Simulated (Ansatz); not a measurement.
# BP: relaxation and properties

One table from this session's results is given with a row withheld; the runs are named, their logs left out.

Program: Ansatz 0.2.0. Level of theory: DFT HSE06, scalar-relativistic, plane waves, PAW. These are calculated values, not measurements.

### The starting structure

The structure is cubic, space group F-43m (No. 216). The conventional cell has a = 4.538 Å, b = 4.538 Å, c = 4.538 Å, α = 90.00°, β = 90.00°, γ = 90.00°. Around B (site symmetry -43m) lie 4 P at 1.97 Å. P (site symmetry -43m) is surrounded by 4 B at 1.97 Å.

Coordinates:

```xyz
2
Lattice="0.0000 2.2690 2.2690 2.2690 0.0000 2.2690 2.2690 2.2690 0.0000" Properties=species:S:1:pos:R:3 pbc="T T T"
B     0.0000    0.0000    0.0000
P     1.1345    1.1345    1.1345
```

Source of the structure: the Crystallography Open Database.

Set-up of the first run:

(A quick probe on a coarse mesh, which set the mesh and smearing, is not shown.)

input.yaml reads:

```yaml
crystal:
  lattice:
    - [0.0, 2.269, 2.269]
    - [2.269, 0.0, 2.269]
    - [2.269, 2.269, 0.0]
  atoms:
    - { symbol: B, position: [0.0, 0.0, 0.0] }
    - { symbol: P, position: [0.25, 0.25, 0.25] }
basis:
  ecutwfc: 420
kpoints:
  mp_grid: { grid: [6, 6, 6] }
hamiltonian:
  xc: hse06
scf:
  occupations: { method: gaussian, width: 0.02 }
output:
  forces: true
  stress: true
  eigenvalues: true
  write_density: true
  write_potential: true
  elf: true
  volumetric_format: npy
relax:
  adjacent_minimum: "off"
  f_tol: 0.005
  max_steps: 80
  cell: { stress_tol: 0.05 }
```

The run is started by

```
$ ansatz run input.yaml --threads 4 --pin off --max-ram 10240MiB --backend cpu --events-out ev --progress --plain --runs-dir out
```

Among the steps run: Full relaxation; The cell scaled to 0.97 of its volume; Volume × 1.03; Volume × 0.94; Point at V/V0 = 1.06.

One of the session's tables, all rows but one given; the rest of the session is left out.

It belongs to the step «Energy against volume». 

```
volume (Å³/atom)  energy above the lowest point (meV/atom)  pressure (GPa)  gap on the mesh (eV)
          10.886                                      25.0           12.11                  1.92
          11.234                                         ?               ?                     ?
          11.581                                       0.0            0.00                  2.05
          11.928                                       5.4           -4.88                  2.11
          12.276                                      20.7           -9.12                  2.16
```

Q: Estimate the row for volume (Å³/atom) = 11.234 from the others.

Worked estimate for «energy above the lowest point (meV/atom)». A straight line through the neighbours (10.886, 25.0) and (11.581, 0.0) gives 25.0 + (0.0 − 25.0) × (11.234 − 10.886) / (11.581 − 10.886) = 12.5; a parabola fitted to 3 rows on both sides gives 6.5.

As computed: energy above the lowest point (meV/atom): 6.0; pressure (GPa): 5.63; gap on the mesh (eV): 1.99. In «energy above the lowest point (meV/atom)» the line misses by +6.5 and the parabola by +0.5.

To keep in mind: The start is a reported cell, which holds thermal expansion that this zero-temperature run lacks. Warnings in the runs' records: stress scf threshold loose, stress exchange threshold loose.
